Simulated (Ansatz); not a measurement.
# MgZnH2: one structure at several levels

The task here is to estimate one member of a computed series from the others.

Program: Ansatz 0.2.0, Gaussian basis. Level of theory: single points in def2-TZVPP. These are calculated values, not measurements.

Cores are frozen in the correlated methods. The 3s and 3p shells of Cu and Zn are frozen; filled d shells are correlated. The outer core shell of Li, Na, Mg and K is correlated.

## The system as given

SMILES `[MgH][ZnH]`, 4 atoms, charge 0, spin multiplicity 1.

Atoms are counted from 1 here; the program's logs count them from 0.

Bond lengths: Mg1–Zn2 2.471 Å, Mg1–H3 1.649 Å, Zn2–H4 1.595 Å. Angles: Zn2–Mg1–H3 172.3°, Mg1–Zn2–H4 169.3°.

Coordinates:

```xyz
4
H2MgZn
Mg    0.08670   -1.01900    0.58350
Zn   -0.23530    1.07310   -0.69160
H     0.37430   -2.50170    1.24510
H    -0.43520    2.55460   -1.24690
```

Set-up of the first run:

Contents of run/in.yaml:

```yaml
crystal:
  periodic: [false, false, false]
  atoms:
    - {symbol: Mg, position_ang: [0.086700, -1.019000, 0.583500]}
    - {symbol: Zn, position_ang: [-0.235300, 1.073100, -0.691600]}
    - {symbol: H, position_ang: [0.374300, -2.501700, 1.245100]}
    - {symbol: H, position_ang: [-0.435200, 2.554600, -1.246900]}
basis:
  gaussian: {orbitals: def2-TZVPP}
correlation: {method: ccsd_t, frozen_orbitals: {H: 0, Mg: 1, Zn: 9}}
output: {forces: true}
```

No record of the launch command was kept for these runs.

Steps of the session up to this table: CCSD(T)/def2-TZVPP; PBE0-D4/def2-TZVPP; wB97M-V/def2-TZVPP; r2SCAN-D4/def2-TZVPP; PBE-D4/def2-TZVPP; r2SCAN0-D4/def2-TZVPP; BLYP-D4/def2-TZVPP.

One table of the session follows, with a row left open; its other results are not shown here.

| method | RMS force component (eV/Å) | angle to CCSD(T) forces (°) | dipole (D) |
| --- | --- | --- | --- |
| CCSD(T) | 0.416 | reference | 0.33 |
| PBE0-D4 | 0.390 | 8.9 | 0.29 |
| wB97M-V | 0.354 | 7.5 | 0.32 |
| r2SCAN-D4 | 0.398 | 7.9 | 0.39 |
| PBE-D4 | 0.373 | 14.7 | 0.32 |
| r2SCAN0-D4 | ? | ? | ? |
| BLYP-D4 | 0.345 | 15.0 | 0.37 |

Q: Estimate the row for r2SCAN0-D4 from the others.

The run gave: RMS force component (eV/Å): 0.400; angle to CCSD(T) forces (°): 4.6; dipole (D): 0.35. In the column «RMS force component (eV/Å)» it lies between r2SCAN-D4 (0.398) and CCSD(T) (0.416).
